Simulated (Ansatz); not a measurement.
**GaAsH₂ (singlet): from Hartree-Fock to the top rungs, cc-pVTZ**

The task here is to estimate one member of a computed series from the others.

Computed with Ansatz 0.2.0, Gaussian basis. Level: cc-pVTZ, core rule «outside noble gas», up to 28 orbitals frozen.

The runs, in order: UHF; CCSD(T) on RHF; BCCD(T) on RHF; CCSDT(Q) on RHF; CASSCF and MRCISD+Q, 10 electrons in 10 orbitals; CASSCF and NEVPT2, 10 electrons in 10 orbitals.

7 further runs of the same task are left out: 4 for a known fault of the program, 3 set aside as unsound or not needed. Runs told in other sessions of the task aren't counted.

## The system

The geometry is a PBE0/def2-TZVP stationary point (not a proven minimum). No spin-orbit coupling is included. The filled d shell of Ga, As may be among the frozen orbitals whatever the setting's name suggests.

4 atoms, charge 0, spin multiplicity 1.

Atoms are counted from 1 here; the program's logs count them from 0.

Bond lengths: Ga1–As2 2.220 Å, Ga1–H3 1.558 Å, As2–H4 1.545 Å. Angles: As2–Ga1–H3 178.1°, Ga1–As2–H4 78.5°.

The first run:

in.yaml reads:

```yaml
crystal:
  periodic: [false, false, false]
  atoms:
    - {symbol: Ga, position_ang: [0.000000, -0.003661, 1.136466]}
    - {symbol: As, position_ang: [0.000000, 0.024500, -1.083153]}
    - {symbol: H, position_ang: [0.000000, -0.074329, 2.693107]}
    - {symbol: H, position_ang: [0.000000, -1.493518, -0.794465]}
basis:
  gaussian: {orbitals: cc-pVTZ}
magnetization: {spin_polarized: true, initial_magnetization: 0}
hamiltonian: {xc: hf}
output: {orbitals: {seedname: orbitals}}
```

Run with:

```console
$ ansatz run in.yaml --threads 1 --pin off --events-out ev --progress --plain --max-ram 4096MiB --backend cpu
```

Steps of the session up to this table: UHF; CCSD(T) on RHF; BCCD(T) on RHF; CCSDT(Q) on RHF; CASSCF and MRCISD+Q, 10 electrons in 10 orbitals; CASSCF and NEVPT2, 10 electrons in 10 orbitals.

One table of the session follows, with a row left open; its other results are not shown here.

```
          method  from RCCSDT(Q) (meV)
             RHF               +6681.4
            RMP2               +1081.2
           RCCSD                +368.8
        RCCSD(T)                 +51.9
         BCCD(T)                 +51.5
          RCCSDT                 +22.9
       RCCSDT(Q)                     0
  CASSCF valence               +4279.4
  NEVPT2 valence                +972.0
  MRCISD valence                     ?
MRCISD+Q valence                 +17.6
```

**Question.** Estimate the row for MRCISD valence.

**Answer.** from RCCSDT(Q) (meV): +328.3. In the column «from RCCSDT(Q) (meV)» it lies between RCCSD(T) (+51.9) and RCCSD (+368.8).

With the free atoms at the same levels and basis (separate runs), the atomisation energy is 7.614 eV at RCCSDT(Q), 7.588 eV at RCCSD(T), 4.660 eV at RHF.
